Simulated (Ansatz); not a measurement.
# AsGaH2: the cost of one run

The runs use Ansatz 0.2.0, Gaussian basis; cc-pVTZ, core rule «outside noble gas», up to 28 orbitals frozen.

Plan: UHF; CCSD(T) on ROHF; CCSD(T) on UHF; BCCD(T) on ROHF; CCSDT(Q) on ROHF; CCSDT(Q) on UHF.

14 further runs of the same task are left out: 8 for a known fault of the program, 6 set aside as unsound or not needed.

## 1. The system

The geometry is a PBE0/def2-TZVP stationary point (not a proven minimum) of the parent state, kept for this charge and spin. No spin-orbit coupling is included. The filled d shell of Ga, As may be among the frozen orbitals whatever the setting's name suggests; the logs give the count.

4 atoms, charge 1, spin multiplicity 2.

Atoms are counted from 1 here; the program's logs count them from 0.

Bond lengths: Ga1–As2 2.421 Å, Ga1–H3 1.572 Å, Ga1–H4 1.572 Å. Angles: As2–Ga1–H3 119.9°, As2–Ga1–H4 119.9°, H3–Ga1–H4 120.3°.

## 2. UHF

The input, in.yaml:

```yaml
crystal:
  periodic: [false, false, false]
  atoms:
    - {symbol: Ga, position_ang: [0.000000, 0.000000, 1.226035]}
    - {symbol: As, position_ang: [0.000000, 0.000000, -1.195022]}
    - {symbol: H, position_ang: [0.000000, 1.363635, 2.009104]}
    - {symbol: H, position_ang: [0.000000, -1.363635, 2.009104]}
basis:
  gaussian: {orbitals: cc-pVTZ}
total_charge: 1
magnetization: {spin_polarized: true, initial_magnetization: 1}
hamiltonian: {xc: hf}
output: {orbitals: {seedname: orbitals}}
```

Launch:

```
$ ansatz run in.yaml --threads 1 --pin off --events-out ev --progress --plain --max-ram 4096MiB --backend cpu
```

Q: Estimate wall time and peak memory on 1 thread of AMD EPYC 7R13, shared host.

About 25 s, with a peak of 0.3 GiB.
